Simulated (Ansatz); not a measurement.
# Cd2C: a sweep of the smearing

One table from this session's results is given with a row withheld; the runs are named, their logs left out.

Method: DFT, PBE, all-electron LAPW, scalar-relativistic, in Ansatz 0.2.0.

### The system as given

The structure is cubic, space group Fm-3m (No. 225). The conventional cell has a = 5.887 Å, b = 5.887 Å, c = 5.887 Å, α = 90.00°, β = 90.00°, γ = 90.00°. C (site symmetry m-3m) is surrounded by 8 Cd at 2.55 Å. Around Cd (site symmetry -43m) lie 4 C at 2.55 Å.

Coordinates:

```
CELL_PARAMETERS angstrom
0.00000 2.94365 2.94365
2.94365 0.00000 2.94365
2.94365 2.94365 0.00000
ATOMIC_POSITIONS crystal
C 0.00000 0.00000 0.00000
Cd 0.25000 0.25000 0.25000
Cd 0.75000 0.75000 0.75000
```

The structure (fluorite type) was typed from a prototype and relaxed by PAW; whether it is the ground state wasn't tested.

Atoms are numbered in the order of the input: C1, Cd2, Cd3.

The first run:

The input, input.yaml:

```yaml
crystal:
  lattice:
    - [0.0, 2.943649103, 2.943649103]
    - [2.943649103, 0.0, 2.943649103]
    - [2.943649103, 2.943649103, 0.0]
  atoms:
    - { symbol: C, position: [0.0, 0.0, 0.0] }
    - { symbol: Cd, position: [0.25, 0.25, 0.25] }
    - { symbol: Cd, position: [0.75, 0.75, 0.75] }
kpoints:
  mp_grid: { grid: [10, 10, 10] }
scf:
  occupations: { method: cold, width: 0.15 }
hamiltonian:
  xc: pbe
  pseudopotentials: { kind: all_electron, lapw: { basis_error: 0.0005 } }
output:
  forces: true
  stress: true
  eigenvalues: true
```

The run is started by

```console
> ansatz run input.yaml --threads 1 --pin off --max-ram 4096MiB --backend cpu --events-out ev --progress --plain --runs-dir out
```

Among the steps run: With cold smearing of 0.15 eV; With Gaussian smearing of 0.2 eV; With Fermi–Dirac smearing of 0.15 eV; With Fermi–Dirac smearing of 0.01 eV; With tetrahedron filling.

One table of the session follows, with a row left open; its other results are not shown here.

```
                       smearing  energy from the first row (meV/atom)
       cold smearing of 0.15 eV                                  0.00
    Gaussian smearing of 0.2 eV                                 -0.02
Fermi–Dirac smearing of 0.15 eV                                     ?
Fermi–Dirac smearing of 0.01 eV                                  0.00
            tetrahedron filling                                  1.25
```

Q: Estimate the row for Fermi–Dirac smearing of 0.15 eV from the others.

As computed: energy from the first row (meV/atom): 0.53. In the column «energy from the first row (meV/atom)» it lies between Fermi–Dirac smearing of 0.01 eV (0.00) and tetrahedron filling (1.25).

Energies are those extrapolated to zero smearing.

Caveats from the session: Warnings in the runs' records: band table not solved further, tetrahedron derivatives may miss energy slope.
